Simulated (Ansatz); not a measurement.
**Zn4SiN: a trial structure relaxed**

The task: take a trial cell of Zn4SiN to zero force and stress.

Method: DFT PBE, scalar-relativistic, plane waves, PAW, in Ansatz 0.2.0.

2 further runs of the same task are left out: 1 that didn't finish, 1 set aside as unsound or not needed.

## Step 1: Starting point

It takes space group P4/mmm (No. 123, tetragonal). The conventional cell has a = 4.020 Å, b = 4.020 Å, c = 5.698 Å, α = 90.00°, β = 90.00°, γ = 90.00°. Zn (site symmetry 2mm) has 2 N at 2.44 Å and 2 Si at 2.49 Å and 6 Zn at 2.77 to 2.92 Å as nearest neighbours. Si (site symmetry 4/mmm) is surrounded by 8 Zn at 2.49 Å. Around N (site symmetry 4/mmm) lie 8 Zn at 2.44 Å.

Coordinates:

```
Zn Si N
1.0
     4.02026    0.00000    0.00000
     0.00000    4.02026    0.00000
     0.00000    0.00000    5.69772
Zn Si N
4 1 1
Direct
  0.50000 0.00000 0.75658
  0.00000 0.50000 0.24342
  0.50000 0.00000 0.24342
  0.00000 0.50000 0.75658
  0.50000 0.50000 0.50000
  0.00000 0.00000 0.00000
```

A structure generator made this guess: species swapped into a database cell of Na4SeS (P4/mmm, No. 123), with Zn on the Na sites, Si on the Se sites and N on the S sites. Lengths come from tabulated atomic sizes and are only a guess.

## Step 2: A first look at the guess

File input.yaml:

```yaml
crystal:
  lattice:
    - [4.02025622, 0.0, 0.0]
    - [0.0, 4.02025622, 0.0]
    - [0.0, 0.0, 5.69772059]
  atoms:
    - { symbol: Zn, position: [0.5, 0.0, 0.75658] }
    - { symbol: Zn, position: [0.0, 0.5, 0.24342] }
    - { symbol: Zn, position: [0.5, 0.0, 0.24342] }
    - { symbol: Zn, position: [0.0, 0.5, 0.75658] }
    - { symbol: Si, position: [0.5, 0.5, 0.5] }
    - { symbol: "N", position: [0.0, 0.0, 0.0] }
basis:
  ecutwfc: 420
kpoints:
  mp_grid: { grid: [4, 4, 4] }
hamiltonian:
  xc: pbe
scf:
  occupations: { method: gaussian, width: 0.1 }
  lower_state_search: "off"
output:
  forces: true
  stress: true
  eigenvalues: true
```

Started as:

```bash
ansatz run input.yaml --threads 1 --pin off --max-ram 2560MiB --backend cpu --events-out ev --progress --plain --runs-dir out
```

Further runs follow: spin check on a coarse mesh; a loose first relaxation; relaxation on the finer mesh.

Before running it: what results should come out? Wanted: conventional cell; volume; energy over the elements; gap on the mesh.

**Answer**, as computed:

```
                                                              quantity                                                                      value
                                symmetry at the end (tolerance 0.05 Å)                                               space group P4/mmm (No. 123)
                                                     conventional cell  a = 3.987 Å, b = 3.987 Å, c = 5.609 Å, α = 90.00°, β = 90.00°, γ = 90.00°
                                                                volume                                                              14.86 Å³/atom
energy over the elements (uncorrected; H, N, O, F and Cl as molecules)                                                              +0.37 eV/atom
                                                       gap on the mesh                                                               none (metal)
```

The space group P4/mmm (No. 123) is kept, and the volume per atom shrinks by 3.2 % from the first guess. With a positive formation energy it can't be a ground state. No finished test with a distortion of lower symmetry is shown, so the end may be a saddle point. A spin-polarised run here lost its starting moments, which speaks against magnetism, though one start doesn't rule it out. Other magnetic orders were not searched.
